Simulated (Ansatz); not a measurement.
# CsMg: the cost of one run

Program: Ansatz 0.2.0. Level of theory: DFT PBE, scalar-relativistic, plane waves, PAW. These are calculated values, not measurements.

1 further run of the same task is left out (it didn't finish).

**1. The structure to begin with**

It takes space group Fd-3m (No. 227, cubic). Conventional cell: a = 8.200 Å, b = 8.200 Å, c = 8.200 Å, α = 90.00°, β = 90.00°, γ = 90.00°. Cs (site symmetry -43m) has 4 Cs at 3.55 Å and 4 Mg at 3.55 Å as nearest neighbours. Mg (site symmetry -43m) is surrounded by 4 Cs at 3.55 Å and 4 Mg at 3.55 Å.

Coordinates:

```
CELL_PARAMETERS angstrom
0.00000 4.09990 4.09990
4.09990 0.00000 4.09990
4.09990 4.09990 0.00000
ATOMIC_POSITIONS crystal
Cs 0.50000 0.50000 0.50000
Cs 0.75000 0.75000 0.75000
Mg 0.00000 0.00000 0.00000
Mg 0.25000 0.25000 0.25000
```

This is candidate A: NaTl (B32) type (Fd-3m, No. 227).

(A quick probe on a coarse mesh, which set the mesh and smearing, is not shown.)

**3. Rough relaxation on the coarse mesh (candidate A)**

Contents of input.yaml:

```yaml
crystal:
  lattice:
    - [0.0, 4.09990135, 4.09990135]
    - [4.09990135, 0.0, 4.09990135]
    - [4.09990135, 4.09990135, 0.0]
  atoms:
    - { symbol: Cs, position: [0.5, 0.5, 0.5] }
    - { symbol: Cs, position: [0.75, 0.75, 0.75] }
    - { symbol: Mg, position: [0.0, 0.0, 0.0] }
    - { symbol: Mg, position: [0.25, 0.25, 0.25] }
basis:
  ecutwfc: 420
kpoints:
  mp_grid: { grid: [4, 4, 4] }
hamiltonian:
  xc: pbe
scf:
  occupations: { method: gaussian, width: 0.1 }
  lower_state_search: "off"
output:
  forces: true
  stress: true
  eigenvalues: true
relax:
  adjacent_minimum: "off"
  f_tol: 0.04
  max_steps: 70
  cell: { stress_tol: 0.4 }
```

The run is started by

```console
$ ansatz run input.yaml --threads 1 --pin off --max-ram 2560MiB --backend cpu --events-out ev --progress --plain --runs-dir out
```

What time and memory should one allow on 1 thread of Arm Neoverse V2, shared host?

About 9.1 s, with a peak of 0.4 GiB.
